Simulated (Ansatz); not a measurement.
Working through a band structure of InSe2, space group P4/nmm

With the Ansatz DFT code, driven from Python.

Contents of `inse2.vasp`:
```text
InSe2
1.0
   3.89489300    0.00000000    0.00000000
   0.00000000    3.89489300    0.00000000
   0.00000000    0.00000000    9.62623100
In Se
2 4
Direct
   0.00000000    0.50000000    0.70646800
   0.50000000    0.00000000    0.29353200
   0.00000000    0.50000000    0.36621200
   0.50000000    0.00000000    0.63378800
   0.00000000    0.00000000    0.00000000
   0.50000000    0.50000000    0.00000000
```

The cells in order, each with its output:

```python
import ansatz
from ase.io import read
import numpy as np
```

```python
KGRID = (5, 5, 2)
FILLING = "fermi_dirac"
SIGMA = 0.1
CUTOFF = 470
N_EMPTY = 6

atoms = read("inse2.vasp", format="vasp")
structure = ansatz.Crystal.from_ase(atoms)

[site.symbol for site in structure.resolved().sites]
```

    ['In', 'In', 'Se', 'Se', 'Se', 'Se']

```python
# high-symmetry points in fractions of the reciprocal vectors
path = [
    ("G", (0.0, 0.0, 0.0)),
    ("X", (0.0, 0.5, 0.0)),
    ("M", (0.5, 0.5, 0.0)),
    ("G", (0.0, 0.0, 0.0)),
    ("Z", (0.0, 0.0, 0.5)),
    ("R", (0.0, 0.5, 0.5)),
]
calculation = (
    structure.calculation()
    .kpoints(*KGRID)
    .occupations(FILLING, width=SIGMA)
    .functional(ansatz.Functional.PBE)
    .basis(CUTOFF)
    .pseudopotentials("paw")
    .band_structure([point for _, point in path], intervals=6)  # levels along the path at the converged density
    .scf(extra_bands=N_EMPTY)
)
out = calculation.run(threads=1, backend="cpu")
summary = out.report
```

    

```python
summary["n_iterations"], summary["closed_by"]
```

    (9, 'deck_thresholds')

```python
summary["free_energy_ev"]
```

    -33073.143636825065

```python
energy = summary["free_energy_ev"]
print("InSe2: {:.6f} eV = {:.6f} Ry = {:.6f} Ha".format(energy, energy / 13.605693, energy / 27.211386))
print("Fermi level {:.4f} eV, {} k-points, {} symmetry operations".format(summary["fermi_energy_ev"], summary["n_kpoints"], summary["n_symmetry_ops"]))
```

    InSe2: -33073.143637 eV = -2430.831244 Ry = -1215.415622 Ha
    Fermi level 9.2801 eV, 12 k-points, 16 symmetry operations

```python
print(len(summary["kpoints_frac"]), "irreducible k-points (fractions, weight)")
for k, weight in list(zip(summary["kpoints_frac"], summary["kweights"]))[:8]:
    print("  {:8.4f} {:8.4f} {:8.4f}".format(*k), f"{weight:10.6f}")
```

    12 irreducible k-points (fractions, weight)
        0.0000   0.0000   0.0000   0.020000
        0.0000   0.0000  -0.5000   0.020000
        0.0000   0.2000   0.0000   0.080000
        0.0000   0.2000  -0.5000   0.080000
        0.0000   0.4000   0.0000   0.080000
        0.0000   0.4000  -0.5000   0.080000
        0.2000   0.2000   0.0000   0.080000
        0.2000   0.2000  -0.5000   0.080000

```python
bands = out.band_structure()
fermi = bands.fermi_energy_ev
print(f"zero of the bands: {fermi:.3f} eV, the Fermi level found on the SCF mesh")
for spin, channel in enumerate(bands.channels):
    levels = channel.eigenvalues_ev - fermi
    crossing = [b for b in range(levels.shape[1]) if levels[:, b].min() < 0 < levels[:, b].max()]
    print(f"channel {spin}: bands that cross the Fermi level on this path:", [b + 1 for b in crossing] or "none")
    shown = crossing or sorted(np.argsort(np.abs(levels).min(axis=0))[:2])
    for k, row in zip(bands.kpoints_frac, levels[:, shown]):
        print(f"{k[0]:7.3f} {k[1]:7.3f} {k[2]:7.3f}  ", " ".join(f"{e:8.3f}" for e in row))
```

    zero of the bands: 9.280 eV, the Fermi level found on the SCF mesh
    channel 0: bands that cross the Fermi level on this path: [45, 46]
      0.000   0.000   0.000      0.152    0.492
      0.000   0.083   0.000      0.075    0.558
      0.000   0.167   0.000      0.011    0.721
      0.000   0.250   0.000      0.496    0.749
      0.000   0.333   0.000     -0.200    0.078
      0.000   0.417   0.000     -0.977   -0.704
      0.000   0.500   0.000     -1.053   -1.053
      0.083   0.500   0.000     -0.393   -0.393
      0.167   0.500   0.000      0.260    0.260
      0.250   0.500   0.000     -0.738   -0.738
      0.333   0.500   0.000     -1.209   -1.209
      0.417   0.500   0.000     -1.171   -1.171
      0.500   0.500   0.000     -1.132   -1.132
      0.417   0.417   0.000     -1.348   -1.036
      0.333   0.333   0.000     -1.114   -0.365
      0.250   0.250   0.000     -0.499    0.248
      0.167   0.167   0.000     -0.374    0.763
      0.083   0.083   0.000      0.002    0.649
      0.000   0.000   0.000      0.152    0.492
      0.000   0.000   0.083      0.152    0.497
      0.000   0.000   0.167      0.152    0.509
      0.000   0.000   0.250      0.151    0.524
      0.000   0.000   0.333      0.151    0.536
      0.000   0.000   0.417      0.150    0.541
      0.000   0.000   0.500      0.150    0.542
      0.000   0.083   0.500      0.051    0.616
      0.000   0.167   0.500      0.267    0.665
      0.000   0.250   0.500      0.545    0.749
      0.000   0.333   0.500     -0.201    0.047
      0.000   0.417   0.500     -0.999   -0.641
      0.000   0.500   0.500     -1.032   -1.032

What to keep in mind:
- Total energies depend on the potentials; only differences at equal settings carry meaning. A total without «per atom» is that of the cell as typed.
- The computed bands are complete only to about 4.1 eV above the Fermi level.
- For a metal this k-point mesh is coarse: on a finer one energies can move by several to tens of meV an atom and pressures by half a GPa or more, differences at one mesh by less.
- The zero of the levels is a convention of the potentials, so an absolute Fermi energy is no work function.
- The structure comes from a database of computed cells and needn't be a stable or known phase.
- Levels are Kohn-Sham eigenvalues on this mesh, without spin-orbit coupling.
- Timing: 16 s on 1 thread of Arm Neoverse V1, on a shared host, peak memory 0.53 GiB.

(Lines on the test bed's own set-up are left out of the output.)
